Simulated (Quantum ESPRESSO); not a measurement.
Crystal: HPbNO4.

```
H Pb N O
1.0
     4.27531   -0.00040    0.00636
    -2.08399    5.20775   -0.04907
    -2.12377   -1.86574    4.91491
H Pb N O
1 1 1 4
Cartesian
  2.2338 -1.5247 4.4769
  0.1373 4.0030 0.6652
  -2.0197 1.5311 2.4473
  2.2736 4.7756 0.1022
  -1.9905 2.6889 2.9560
  2.2225 1.4102 1.1945
  -2.0163 0.5081 3.1892
```

The cell was built by a generator and needn't be a form met in nature.

Base run:

* Program: Quantum ESPRESSO 7.5
* Functional: PBE
* Potentials or basis: SG15 PBE 1.2
* Cutoff: 1197 eV
* Density cutoff: 4789 eV
* k mesh: 5 × 4 × 4
* Occupations: fermi-dirac, width 0.05 eV
* Spin: no spin polarisation

Its results: band gap on the k mesh 2.93 eV, indirect (least direct gap 3.14 eV); pressure 0.2 GPa; largest force 0.109 eV/Å.

Q: After a change of settings the same cell gave: band gap on the k mesh 3.07 eV, indirect (least direct gap 3.28 eV); pressure 0.2 GPa; largest force 0.110 eV/Å. Which change was it?
A. functional from PBE to PBEsol
B. functional from PBE to LDA
C. k mesh from 5 × 4 × 4 to 3 × 3 × 3

A: C.

Caveats: some runs use coarse meshes; spin-orbit coupling is left out, which as a rule narrows the gap of such compounds by several tenths of an eV; an odd mesh through Γ misses points on the zone boundary, where band edges often lie (some runs).

Not every run made on this cell is shown here.
